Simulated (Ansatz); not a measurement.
# Ni: the cost of one run

Method: DFT PBE, PAW, plane waves, scalar-relativistic, in Ansatz 0.2.0.

## (1) The starting structure

Symmetry: Fm-3m, No. 225, cubic system. The conventional cell has a = 3.544 Å, b = 3.544 Å, c = 3.544 Å, α = 90.00°, β = 90.00°, γ = 90.00°. Around Ni (site symmetry m-3m) lie 12 Ni at 2.51 Å.

Structure file:

```
Ni
1.0
     0.00000    3.54390    3.54390
     1.77195    0.00000    1.77195
     1.77195    1.77195    0.00000
Ni
2
Direct
  0.00000 0.00000 0.00000
  0.50000 0.00000 0.00000
```

Labels such as Ni2 number the atoms in the order of the input file.

The first starts: parallel moments, plain SCF; opposed moments +-, plain SCF; no spin polarisation; spin on, no moments given (the program may seed its own), plain SCF. What is tried next depends on their ends.

A plain SCF has the search for lower states switched off and ends at the first converged state. Ends within 0.2 meV/atom and 0.1 μB count as one state.

Site moments are integrals over atomic spheres and don't add up to the total.

## (2) Parallel moments, plain SCF

Contents of input.yaml:

```yaml
crystal:
  lattice:
    - [0.0, 3.5439, 3.5439]
    - [1.77195, 0.0, 1.77195]
    - [1.77195, 1.77195, 0.0]
  atoms:
    - { symbol: Ni, position: [0.0, 0.0, 0.0], spin: 2.0 }
    - { symbol: Ni, position: [0.5, 0.0, 0.0], spin: 2.0 }
magnetization:
  spin_polarized: true
hamiltonian:
  xc: pbe
  pseudopotentials: { kind: paw }
basis:
  ecutwfc: 420
kpoints:
  mp_grid: { grid: [6, 12, 12] }
scf:
  occupations: { method: fermi_dirac, width: 0.1 }
  lower_state_search: "off"
output:
  forces: true
  stress: true
```

What time and memory should one allow on 2 threads of an Arm CPU, shared host?

About 3.5 s, with a peak of 0.34 GiB.
